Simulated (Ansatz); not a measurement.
# TiPd: biaxial against axial strain

This session takes TiPd and sets out to map the energy over biaxial and axial strain.

Computed with Ansatz 0.2.0 (DFT PBEsol, scalar-relativistic, plane waves, PAW, unless a step's input says otherwise).

## 1. The system as given

Symmetry: Pm-3m, No. 221, cubic system. Conventional cell: a = 3.180 Å, b = 3.180 Å, c = 3.180 Å, α = 90.00°, β = 90.00°, γ = 90.00°. Ti (site symmetry m-3m) is surrounded by 8 Pd at 2.75 Å. Pd (site symmetry m-3m) has 8 Ti at 2.75 Å as nearest neighbours.

As a file:

```cif
data_structure
_symmetry_space_group_name_H-M 'Pm-3m'
_symmetry_Int_Tables_number 221
_cell_length_a 3.1800
_cell_length_b 3.1800
_cell_length_c 3.1800
_cell_angle_alpha 90.000
_cell_angle_beta 90.000
_cell_angle_gamma 90.000
_cell_volume 32.16
loop_
_atom_site_label
_atom_site_type_symbol
_atom_site_symmetry_multiplicity
_atom_site_Wyckoff_symbol
_atom_site_fract_x
_atom_site_fract_y
_atom_site_fract_z
_atom_site_occupancy
Ti1 Ti 1 b 0.50000 0.50000 0.50000 1
Pd1 Pd 1 a 0.00000 0.00000 0.00000 1
```

No relaxation comes first: the listed cell is the starting point.

## 2. Zero of energy

The reference gives a free energy of -9381.4922 eV, pressure -6.92 GPa, largest force 0.000 eV/Å and gap on the mesh none (metal). It was computed beforehand with the settings of the runs below.

## 3. The scan: biaxial against axial strain

The cell is strained by p along both x and y and by q along z, with fractional coordinates fixed.

## 4. p = -0.030, q = -0.030

Input file input.yaml:

```yaml
crystal:
  lattice:
    - [3.0846, 0.0, 0.0]
    - [0.0, 3.0846, 0.0]
    - [0.0, 0.0, 3.0846]
  atoms:
    - { symbol: Ti, position: [0.5, 0.5, 0.5] }
    - { symbol: Pd, position: [0.0, 0.0, 0.0] }
basis:
  ecutwfc: 420
kpoints:
  mp_grid: { grid: [16, 16, 16] }
hamiltonian:
  xc: pbesol
scf:
  occupations: { method: gaussian, width: 0.15 }
output:
  forces: true
  stress: true
  eigenvalues: true
```

## 5. p = -0.030, q = 0.000

Edit input.yaml of step 4 so:

```diff
@@ -4,3 +4,3 @@
     - [0.0, 3.0846, 0.0]
-    - [0.0, 0.0, 3.0846]
+    - [0.0, 0.0, 3.18]
   atoms:
```

## 6. p = -0.030, q = 0.030

Edit input.yaml of step 5 so:

```diff
@@ -4,3 +4,3 @@
     - [0.0, 3.0846, 0.0]
-    - [0.0, 0.0, 3.18]
+    - [0.0, 0.0, 3.2754]
   atoms:
```

## 7. At p = 0.000, q = -0.030

Edit input.yaml of step 6 so:

```diff
@@ -2,5 +2,5 @@
   lattice:
-    - [3.0846, 0.0, 0.0]
-    - [0.0, 3.0846, 0.0]
-    - [0.0, 0.0, 3.2754]
+    - [3.18, 0.0, 0.0]
+    - [0.0, 3.18, 0.0]
+    - [0.0, 0.0, 3.0846]
   atoms:
```

## 8. At p = 0.000, q = 0.030

Edit input.yaml of step 7 so:

```diff
@@ -4,3 +4,3 @@
     - [0.0, 3.18, 0.0]
-    - [0.0, 0.0, 3.0846]
+    - [0.0, 0.0, 3.2754]
   atoms:
```

## 9. p = 0.030, q = -0.030

Edit input.yaml of step 8 so:

```diff
@@ -2,5 +2,5 @@
   lattice:
-    - [3.18, 0.0, 0.0]
-    - [0.0, 3.18, 0.0]
-    - [0.0, 0.0, 3.2754]
+    - [3.2754, 0.0, 0.0]
+    - [0.0, 3.2754, 0.0]
+    - [0.0, 0.0, 3.0846]
   atoms:
```

## 10. At p = 0.030, q = 0.000

Edit input.yaml of step 9 so:

```diff
@@ -4,3 +4,3 @@
     - [0.0, 3.2754, 0.0]
-    - [0.0, 0.0, 3.0846]
+    - [0.0, 0.0, 3.18]
   atoms:
```

(Steps that only read results are left out.)

**Question.** What will these runs give? Wanted: highest point; lowest point away from the origin.

The runs gave:

| quantity | value |
| --- | --- |
| highest point | 64.3 meV/atom at (p, q) = (0.030, 0.000) |
| lowest point away from the origin | -18.7 meV/atom at (-0.030, 0.030) |

Of the points run, the lowest is (-0.030, 0.030), 18.7 meV/atom below the undisturbed cell, which was taken as given and not relaxed at this level.
